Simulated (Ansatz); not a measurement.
**FHInO radical: one species, many methods**

Aim: compute FHInO radical with functionals from several rungs and with coupled cluster, and see how far each lands from CCSD(T) at the basis-set limit for the atomisation energy.

Program: Ansatz 0.2.0, Gaussian basis. Level of theory: functionals in def2-TZVPP, the program's frozen cores in correlated methods. These are calculated values, not measurements.

Plan: LDA (SPW92), PBE-D4, revPBE-D4, BLYP-D4, r2SCAN-D4, B97M-V, PBE0-D4, B3LYP-D4, r2SCANh-D4, r2SCAN0-D4, HSE06-D4, BHLYP-D4, CAM-B3LYP-D4, LC-ωPBE, ωB97X-V, ωB97M-V, B2PLYP, PBE-QIDH; CCSD(T)/def2-SVP; CCSD(T)/def2-TZVPP; CCSD(T)/def2-QZVPP; extrapolation to the limit; RPA on PBE.

### Step 1. Structure used throughout

An earlier PBE0-D4 in a triple-zeta def2 set relaxation fixed the geometry. In takes the def2 core potential; no spin-orbit term is included.

SMILES `[O][InH][F]`, 4 atoms, charge 0, spin multiplicity 2.

Atoms are counted from 1 here; the program's logs count them from 0.

Bond lengths: O1–In2 1.992 Å, In2–F3 1.943 Å, In2–H4 1.685 Å. Angles: O1–In2–F3 107.0°, O1–In2–H4 131.3°, F3–In2–H4 121.7°.

### Step 2. LDA

This LDA is Slater exchange with PW92 correlation.

Contents of in.yaml:

```yaml
crystal:
  periodic: [false, false, false]
  atoms:
    - {symbol: O, position_ang: [-1.800062, -0.642436, 0.053059]}
    - {symbol: In, position_ang: [0.031544, 0.128620, -0.088916]}
    - {symbol: F, position_ang: [1.230292, -1.076367, 0.853095]}
    - {symbol: H, position_ang: [0.593726, 1.529884, -0.837539]}
basis:
  gaussian: {orbitals: def2-TZVPP}
magnetization: {spin_polarized: true, initial_magnetization: 1}
hamiltonian: {xc: lda}
output: {orbitals: {seedname: orbitals}}
```

Started as:

```bash
ansatz run in.yaml --threads 2 --pin off --events-out ev --progress --plain --max-ram 32768MiB --backend cpu
```

After this run come: PBE-D4 (GGA); revPBE-D4 (GGA); BLYP-D4 (GGA); r2SCAN-D4 (meta-GGA); B97M-V (meta-GGA); PBE0-D4 (hybrid); B3LYP-D4 (hybrid); r2SCANh-D4 (hybrid); r2SCAN0-D4 (hybrid); HSE06-D4 (hybrid); BHLYP-D4 (hybrid); CAM-B3LYP-D4 (range-separated); LC-ωPBE (range-separated); ωB97X-V (range-separated); ωB97M-V (range-separated); B2PLYP (double hybrid); PBE-QIDH (double hybrid); CCSD(T) in def2-SVP; CCSD(T) in def2-TZVPP; CCSD(T) in def2-QZVPP; RPA on PBE orbitals.

Q: Predict the results of all the runs planned. Wanted: atomisation energy, CCSD(T)/CBS; farthest beyond LDA; mean size of error, GGA; mean size of error, meta-GGA; mean size of error, hybrid; mean size of error, range-separated; mean size of error, double hybrid; gap, smallest and largest; T1 diagnostic.

The runs gave:

| quantity | value |
| --- | --- |
| atomisation energy, CCSD(T)/CBS | 937.7 kJ/mol |
| functionals within 9.4 kJ/mol (1.0 %) | BLYP-D4, r2SCAN-D4, B97M-V, CAM-B3LYP-D4, ωB97X-V, ωB97M-V |
| farthest beyond LDA | BHLYP-D4 (-85.0 kJ/mol) |
| mean size of error, GGA | 14.7 kJ/mol |
| mean size of error, meta-GGA | 7.5 kJ/mol |
| mean size of error, hybrid | 39.1 kJ/mol |
| mean size of error, range-separated | 7.9 kJ/mol |
| mean size of error, double hybrid | 37.8 kJ/mol |
| gap, smallest and largest | 0.41 eV (LDA (SPW92)), 10.40 eV (LC-ωPBE) |
| T1 diagnostic | 0.0183 |
| triples share of the correlation energy | 2.9 % |

The LDA atomisation energy is off by 183.5 kJ/mol (20 %): it overbinds. PBE-D4 misses by +20.4 kJ/mol. Double hybrids carry the basis error of their MP2 part in triple zeta, and no dispersion term here, so their miss is partly the set-up's. The rungs meta-GGA, range-separated miss on average by less than the doubt on the reference (9.4 kJ/mol), so they tie. Misses under about 9.4 kJ/mol are within the doubt on the reference itself, which lacks core-valence correlation, spin-orbit coupling and higher excitations, and its outer-core shells are covered unevenly. All levels share the lack of spin-orbit coupling, which lowers the free heavy atoms and so the true binding. Hartree-Fock recovers 60 % of the binding; the rest is correlation. CCSD(T) in def2-SVP is off by -111.9 kJ/mol, more than most functionals: a good method in a small basis is no reference. Orbital gaps span 0.4 to 10.4 eV; exact exchange widens them. Correlated methods include outer-core shells of In, which these sets cover unevenly.
